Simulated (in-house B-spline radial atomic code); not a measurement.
# Be⁺: excited configurations

Wanted: excitation energies of Be⁺ as differences of total energies (ΔSCF).

Program: in-house B-spline radial atomic code version 1. Level of theory: scalar-relativistic (spin-free one-electron X2C) B3LYP, spin-polarised, spherical density, exact exchange averaged over the configuration, Fermi nucleus, basis-set limit. These are calculated values, not measurements, unless marked.

**1. The atom as given**

```
element       : beryllium (Z = 4)
charge        : +1
electrons     : 3
configuration : [He] 2s1
Hamiltonian   : scalar-relativistic (X2C)
nucleus       : Fermi, rms radius 2.519 fm
```

Outer shells as boxes (Hund's rule):

[He] 2s1
```
[He] core
2s [↑ ]
```

Where spins are not typed, each open shell is filled with up spins first.

**2. Reference run**

The run's settings:

```ini
Z = 4
electrons = 3.0
configuration = [He] 2s1
hamiltonian = x2c
method = b3lyp
spin_polarised = True
nucleus = fermi
rms_radius = 2.519
mass_number = 9
atomic_mass = 9.012183062
speed_of_light = 137.035999084
exact_exchange = averaged over the configuration
```

Command:

```console
$ python run_scf.py task.json out
```

One command runs all members of the session, one after another, from task.json.

**3. Run with [He] 2p1**

Changes to the settings of step 2:

```diff
@@ -2,3 +2,3 @@
 electrons = 3.0
-configuration = [He] 2s1
+configuration = [He] 2p1
 hamiltonian = x2c
```

**4. Run with [He] 3s1**

Changes to the settings of step 3:

```diff
@@ -2,3 +2,3 @@
 electrons = 3.0
-configuration = [He] 2p1
+configuration = [He] 3s1
 hamiltonian = x2c
```

**5. Configuration [He] 3p1**

Changes to the settings of step 4:

```diff
@@ -2,3 +2,3 @@
 electrons = 3.0
-configuration = [He] 3s1
+configuration = [He] 3p1
 hamiltonian = x2c
```

**6. Configuration [He] 3d1**

Changes to the settings of step 5:

```diff
@@ -2,3 +2,3 @@
 electrons = 3.0
-configuration = [He] 3p1
+configuration = [He] 3d1
 hamiltonian = x2c
```

How far above the reference does each configuration lie (order and size, in eV)?

**Answer**, as computed:

| net move | configuration | 2|M_S|+1 | energy above the reference (eV) | largest <r> (bohr) |
| --- | --- | --- | --- | --- |
| 2s → 2p | [He] 2p1 | 2 | 3.967 | 2.33 |
| 2s → 3s | [He] 3s1 | 2 | 10.820 | 5.39 |
| 2s → 3p | [He] 3p1 | 2 | 11.810 | 5.69 |
| 2s → 3d | [He] 3d1 | 2 | 12.427 | 5.16 |

The energies run from 3.967 eV (2s → 2p) to 12.427 eV (2s → 3d). These are spherical averages at the typed spins, not spectroscopic levels.
